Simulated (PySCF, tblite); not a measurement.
# H6O4SiTi, a small molecule taken as a stand-in for a surface group (silyl): NMR shifts, core binding energies and electronic excitations

What NMR shifts, core binding energies and electronic excitations should one expect for `[OH][Ti]([OH])([OH])[O][SiH3]`?

Programs: tblite 0.8.0 and PySCF 2.14.0. All values are calculated, for the isolated system unless a continuum is named. Atoms count from 0, parts from 1.

## Step 1: The system as given

12 atoms, charge 0, multiplicity 1; geometry: distance geometry start.

## Step 2: Relaxing the cluster with GFN2-xTB

What the job is given:

```
{"job": {"kind": "relax", "xc": "GFN2-xTB", "basis": "xTB"}, "charge": 0, "multiplicity": 1}
Si    -1.613400    -1.645449     1.071547
O     -0.741529    -0.134822     1.221277
Ti    -1.045457     1.457513     0.149484
O     -1.487025     0.942724    -1.687289
O     -2.548982     2.463326     0.908178
O      0.541541     2.564416     0.119892
H     -0.966684    -2.461217     0.131356
H     -1.641257    -2.303654     2.330960
H     -2.940683    -1.394247     0.632426
H     -1.314672     0.055856    -2.064387
H     -2.658635     2.665759     1.843167
H      0.745270     3.209255    -0.590517
```

Method: GFN2-xTB geometry optimisation, gas phase.

Launch:

```console
> OMP_NUM_THREADS=1 python cluster_run.py task.json out
```

The driver reads the jobs from task.json and runs them one after another.

The log of the run:

```text
step      E/eV     max force
  0    -621.33448    3.834
  1    -621.76580    1.866
  2    -622.14223    3.627
  3    -622.41363    1.768
  4    -622.63112    0.851
  5    -622.68178    0.648
  6    -622.71097    0.555
  7    -622.75403    0.540
  8    -622.76466    0.348
  9    -622.78383    0.500
 10    -622.79567    0.540
 11    -622.81918    0.369
 12    -622.82687    0.287
 13    -622.83101    0.168
 14    -622.83404    0.252
 15    -622.83784    0.280
 16    -622.84206    0.233
 17    -622.84480    0.157
 18    -622.84570    0.059
 19    -622.84606    0.057
 20    -622.84659    0.088
 21    -622.84750    0.145
 22    -622.84871    0.155
 23    -622.84968    0.094
 24    -622.85025    0.063
 25    -622.85073    0.067
 26    -622.85159    0.146
 27    -622.85350    0.252
 28    -622.85679    0.354
 29    -622.86033    0.314
 30    -622.86370    0.132
 31    -622.86491    0.218
 32    -622.86494    0.297
 33    -622.86688    0.123
 34    -622.86862    0.149
 35    -622.87235    0.305
 36    -622.87657    0.259
 37    -622.88217    0.297
 38    -622.88394    0.109
 39    -622.88554    0.176
 40    -622.88633    0.162
 41    -622.88743    0.059
 42    -622.88939    0.091
 43    -622.89060    0.128
 44    -622.89134    0.089
 45    -622.89174    0.060
 46    -622.89206    0.060
 47    -622.89234    0.049
 48    -622.89277    0.067
 49    -622.89335    0.097
 50    -622.89444    0.139
 51    -622.89588    0.151
 52    -622.89744    0.091
 53    -622.89830    0.162
 54    -622.89886    0.120
 55    -622.89946    0.056
 56    -622.89999    0.076
 57    -622.90047    0.059
 58    -622.90117    0.039
 59    -622.90166    0.041
 60    -622.90193    0.035
 61    -622.90202    0.032
 62    -622.90211    0.027
 63    -622.90218    0.027
 64    -622.90228    0.026
 65    -622.90233    0.034
 66    -622.90251    0.051
 67    -622.90263    0.044
 68    -622.90274    0.018
 69    -622.90278    0.014
 70    -622.90280    0.016
 71    -622.90284    0.021
 72    -622.90290    0.029
 73    -622.90301    0.032
 74    -622.90313    0.033
 75    -622.90321    0.032
 76    -622.90328    0.032
 77    -622.90336    0.027
 78    -622.90351    0.043
 79    -622.90374    0.047
 80    -622.90399    0.051
 81    -622.90420    0.058
 82    -622.90436    0.044
 83    -622.90449    0.036
 84    -622.90462    0.030
 85    -622.90473    0.045
 86    -622.90487    0.051
 87    -622.90504    0.040
 88    -622.90519    0.037
 89    -622.90532    0.030
 90    -622.90543    0.026
 91    -622.90552    0.025
 92    -622.90559    0.029
 93    -622.90565    0.031
 94    -622.90573    0.034
 95    -622.90586    0.039
 96    -622.90609    0.047
 97    -622.90639    0.049
 98    -622.90662    0.057
 99    -622.90672    0.030
100    -622.90678    0.020
101    -622.90681    0.014
102    -622.90685    0.020
103    -622.90691    0.023
104    -622.90699    0.028
105    -622.90707    0.027
106    -622.90713    0.022
107    -622.90718    0.021
108    -622.90722    0.019
109    -622.90724    0.025
110    -622.90727    0.022
111    -622.90729    0.015
112    -622.90731    0.011
113    -622.90732    0.009
114    -622.90733    0.011
115    -622.90735    0.014
116    -622.90738    0.018
117    -622.90742    0.019
118    -622.90745    0.017
119    -622.90749    0.016
120    -622.90753    0.020
121    -622.90758    0.022
122    -622.90763    0.019
123    -622.90768    0.029
124    -622.90771    0.016
125    -622.90774    0.020
126    -622.90778    0.017
127    -622.90780    0.010
128    -622.90781    0.008
129    -622.90783    0.015
130    -622.90784    0.009
131    -622.90785    0.012
132    -622.90786    0.004
```

It took 2.8 s on 1 thread of Arm Neoverse N1, shared host.

Relaxation path:

```tsv
step	energy from step 0 (eV)	largest force (eV/Å)
0	0.0000	3.8342
5	-1.3473	0.6482
10	-1.4612	0.5402
15	-1.5034	0.2802
20	-1.5121	0.0885
25	-1.5163	0.0668
30	-1.5292	0.1318
35	-1.5379	0.3053
40	-1.5519	0.1624
45	-1.5573	0.0600
50	-1.5600	0.1388
55	-1.5650	0.0568
60	-1.5675	0.0354
65	-1.5679	0.0336
70	-1.5683	0.0157
75	-1.5687	0.0317
80	-1.5695	0.0509
85	-1.5702	0.0450
90	-1.5710	0.0267
95	-1.5714	0.0389
100	-1.5723	0.0199
105	-1.5726	0.0269
110	-1.5728	0.0224
115	-1.5729	0.0136
120	-1.5730	0.0203
125	-1.5733	0.0199
130	-1.5734	0.0092
132	-1.5734	0.0042
```

Distances of close pairs at the start and the end, largest changes first:

```tsv
bond	before (Å)	after (Å)	change (Å)
Si0–Ti2	3.287	3.056	-0.230
Ti2–O4	1.962	1.734	-0.227
Ti2–O3	1.958	1.731	-0.227
Ti2–O5	1.935	1.717	-0.219
Ti2–H9	2.634	2.432	-0.202
O1–Ti2	1.943	1.761	-0.183
Si0–O1	1.751	1.602	-0.148
Si0–H6	1.403	1.486	+0.083
```

## Step 3: Geometry optimisation at PBE0-D3(BJ)/def2-SVP

What the job is given:

```
{"job": {"xc": "PBE0", "basis": "def2-SVP", "d3": "d3bj", "grid": 2, "kind": "geom", "shake": 0.01}, "charge": 0, "multiplicity": 1}
Si    -0.184617    -2.026248     0.695709
O      0.440560    -0.549003     0.841063
Ti     0.221729     0.906797    -0.137563
O      0.100168     0.448440    -1.791415
O     -1.224169     1.689293     0.357360
O      1.595959     1.948772     0.046993
H      0.366037    -2.680604    -0.505323
H      0.157146    -2.739308     1.905269
H     -1.682803    -1.891709     0.557784
H     -0.603879    -0.145237    -2.142787
H     -1.367719     2.590198     0.695983
H      2.220079     2.421022    -0.506072
```

The log of the run:

```text
step   0  E = -1442.62492635  max force = 0.050083
step   1  E = -1442.63592036  max force = 0.023964
step   2  E = -1442.63858264  max force = 0.003873
step   3  E = -1442.63885007  max force = 0.002120
step   4  E = -1442.63944663  max force = 0.003843
step   5  E = -1442.63979886  max force = 0.004088
step   6  E = -1442.64027986  max force = 0.002919
step   7  E = -1442.64060275  max force = 0.003377
step   8  E = -1442.64085368  max force = 0.002589
step   9  E = -1442.64104692  max force = 0.002339
step  10  E = -1442.64120395  max force = 0.001545
step  11  E = -1442.64134840  max force = 0.003058
step  12  E = -1442.64150740  max force = 0.003558
step  13  E = -1442.64160074  max force = 0.001942
step  14  E = -1442.64165199  max force = 0.000773
step  15  E = -1442.64166188  max force = 0.000541
step  16  E = -1442.64166778  max force = 0.000494
step  17  E = -1442.64167007  max force = 0.000400
optimisation converged
```

Run time: 5.9 min. Hardware: 1 thread of Arm Neoverse N1, shared host; peak memory 0.74 GiB.

Along the way:

```tsv
step	energy from step 0 (eV)	largest force component (eV/Å)
0	0.0000	2.5754
1	-0.2992	1.2323
2	-0.3716	0.1992
3	-0.3789	0.1090
4	-0.3951	0.1976
5	-0.4047	0.2102
6	-0.4178	0.1501
7	-0.4266	0.1737
8	-0.4334	0.1331
9	-0.4387	0.1203
10	-0.4429	0.0794
11	-0.4469	0.1572
12	-0.4512	0.1830
13	-0.4537	0.0999
14	-0.4551	0.0397
15	-0.4554	0.0278
16	-0.4556	0.0254
17	-0.4556	0.0206
```

Close pairs (by a distance rule), those that changed most:

```tsv
bond	before (Å)	after (Å)	change (Å)
Si0–Ti2	3.076	3.430	+0.354
Ti2–H9	2.410	2.511	+0.101
Ti2–O4	1.717	1.780	+0.063
Ti2–O3	1.720	1.781	+0.061
Si0–H7	1.445	1.494	+0.049
Ti2–O5	1.734	1.781	+0.046
Si0–O1	1.611	1.653	+0.043
O1–Ti2	1.768	1.795	+0.027
```

The final coordinates are the input of the step that follows.

```tsv
at the end point	value
point group (found at 0.08 Å tolerance)	C1
rotational constants (GHz, main isotopes)	3.250, 1.116, 1.115
dipole moment (D)	2.47
```

## Step 4: Shielding tensors: PBE0/pcSseg-1

What the job is given:

```
{"job": {"kind": "nmr", "xc": "PBE0", "basis": "pcSseg-1"}, "charge": 0, "multiplicity": 1}
Si    -0.257555    -2.239601     0.937287
O      0.034653    -0.681022     0.469395
Ti     0.141474     0.920761    -0.333550
O      0.167002     0.707083    -2.101716
O     -1.271621     1.911649     0.103334
O      1.620062     1.773087     0.175120
H      0.478523    -3.195304     0.054360
H      0.194339    -2.441336     2.347231
H     -1.719748    -2.542006     0.855086
H     -0.447651     1.018398    -2.772375
H     -1.317696     2.737477     0.593872
H      2.416721     2.003270    -0.311025
```

With the program's defaults for keys left out, this is: GIAO PBE0/pcSseg-1 NMR shielding, non-relativistic, gas phase.

The log of the run:

```text
coarse grid: 49416 points
cycle   1  E = -1442.4064616673  dE =  4.125e-01  |g| = 1.725e+00  |ddm| = 3.509e+00
cycle   2  E = -1434.2422047606  dE =  8.164e+00  |g| = 7.938e+00  |ddm| = 3.314e+00
cycle   3  E = -1442.6871901465  dE = -8.445e+00  |g| = 1.182e+00  |ddm| = 2.529e+00
cycle   4  E = -1442.9017181175  dE = -2.145e-01  |g| = 4.376e-01  |ddm| = 9.370e-01
cycle   5  E = -1442.9335955062  dE = -3.188e-02  |g| = 1.488e-01  |ddm| = 2.510e-01
cycle   6  E = -1442.9375971369  dE = -4.002e-03  |g| = 2.227e-02  |ddm| = 8.853e-02
cycle   7  E = -1442.9376873498  dE = -9.021e-05  |g| = 4.508e-03  |ddm| = 1.473e-02
cycle   8  E = -1442.9376914421  dE = -4.092e-06  |g| = 7.505e-04  |ddm| = 3.512e-03
final grid: 102248 points
cycle   9  E = -1442.9377766801  dE =  3.046e-07  |g| = 1.541e-03  |ddm| = 1.395e-03
cycle  10  E = -1442.9377743505  dE =  2.330e-06  |g| = 3.850e-03  |ddm| = 2.627e-03
cycle  11  E = -1442.9377771118  dE = -2.761e-06  |g| = 3.562e-04  |ddm| = 1.856e-03
cycle  12  E = -1442.9377771339  dE = -2.211e-08  |g| = 6.924e-05  |ddm| = 2.013e-04
cycle  13  E = -1442.9377771348  dE = -8.781e-10  |g| = 1.023e-05  |ddm| = 4.661e-05
converged SCF energy = -1442.9377771348

GIAO shielding tensors (ppm)
atom      isotropic    diamagn.    paramagn.     s11        s22        s33       span
  0 Si     387.625     877.911    -490.286    343.741    346.219    472.915    129.174
  1 O       64.312     404.774    -340.462    -34.817    -19.174    246.928    281.745
  2 Ti    -136.359    1604.782   -1741.141   -151.243   -138.247   -119.586     31.658
  3 O        8.001     395.374    -387.373   -315.211     16.833    322.381    637.592
  4 O        4.820     395.165    -390.345   -319.967     13.642    320.786    640.753
  5 O       10.617     395.415    -384.799   -302.299     12.786    321.364    623.662
  6 H       26.209      28.008      -1.799     23.726     24.920     29.982      6.256
  7 H       26.339      27.792      -1.453     23.756     24.950     30.310      6.555
  8 H       26.179      28.068      -1.889     23.702     24.903     29.933      6.232
  9 H       24.248      30.959      -6.711     17.254     24.811     30.678     13.423
 10 H       24.170      30.739      -6.569     17.202     24.770     30.537     13.335
 11 H       24.428      30.971      -6.543     17.542     24.768     30.975     13.433
```

It took 51 s on 1 thread of Arm Neoverse N1, shared host; peak memory 0.89 GiB.

The references, computed at this level on geometries of the same kind, shield at (ppm): 1H TMS 31.27, 29Si TMS 352.0, 17O H2O 334.6. Their shielding less the atom's gives the shift. The references are single molecules in the gas phase, so shifts against H2O, NH3, PH3, H3PO4 or CFCl3 are not on the usual liquid scales and can be off by tens of ppm.

```tsv
atoms	environment	σ (ppm)	δ (ppm)
H10	hydrogen on an oxygen bonded to Ti	24.17	7.10
H9	hydrogen on an oxygen bonded to Ti	24.25	7.02
H11	hydrogen on an oxygen bonded to Ti	24.43	6.84
H8	hydrogen on a silicon bonded to O	26.18	5.09
H6	hydrogen on a silicon bonded to O	26.21	5.06
H7	hydrogen on a silicon bonded to O	26.34	4.93
Si0	silicon bonded to O, 3 H	387.6	-35.6
O4	oxygen bonded to Ti, H	4.8	329.7
O3	oxygen bonded to Ti, H	8.0	326.6
O5	oxygen bonded to Ti, H	10.6	323.9
O1	oxygen bonded to Si, Ti	64.3	270.2
Ti2	Ti bonded to 4 O	-136	–
```

The run also stored atomic charges by several schemes (e):

```tsv
atoms	Mulliken	IAO	Hirshfeld	ESP fit
Si0	0.74	0.85	0.39	0.50
O1	-0.86	-0.82	-0.36	-0.45
Ti2	1.58	1.50	0.72	1.29
O3	-0.62	-0.73	-0.35	-0.79
O4	-0.62	-0.73	-0.35	-0.79
O5	-0.63	-0.73	-0.35	-0.80
```

Mayer bond orders: Si0–O1 0.94, O1–Ti2 0.76, Ti2–O3 0.99, Ti2–O4 0.99, Ti2–O5 0.99.

Orbitals, density, ELF and potential are computed afterwards from the orbital file.

Frontier orbitals at PBE0/pcSseg-1, with the share of their density that lies nearest to each atom:

```tsv
orbital	energy (eV)	lies on
HOMO	-8.46	O1 39 %; H8 24 %; O5 11 %
LUMO	-1.17	Ti2 74 %; O5 6 %
```

ELF in a plane through or near 4 of the atoms.

Ten even steps from ' ' (0.00) to '@' (1.00):
```
                                                        
                                                        
                                                        
                                                        
                ::====--..          ::##%%##==..        
              ::++####**--          ##@@@@@@@@##        
              ==##%%%%**--          ##@@@@@@@@@@--      
              ==##%%**--      --..  ++@@@@@@@@%%..      
              ::==--::::..  --##**----**@@@@##==        
                  ..%%::##::**######..##++......        
                  ::##++**::**==++%%..##**  ....        
              ::==--::==::..++%%##**::  ::==::..        
              ::++****--    --**++::..::==--..          
            ..==******++::    ::..    ..::..            
            ==%%%%##--::..                              
            ::%%%%##..                                  
                ::                                      
                                                        
                                                        
                                                        
```
The map spans 11.4 Å across and 9.5 Å up, centred on the molecule. Atoms in the plane (x, y in Å): Si0 (2.4, 0.0), O1 (0.8, -0.1), Ti2 (-1.0, 0.0), H8 (2.9, 1.4).

On the surface of density 0.002 e/bohr³ the electrostatic potential runs, from the 1st to the 99th percentile, from -1.25 V near O5 to 2.36 V near H9.

[end of part 1 of 2]
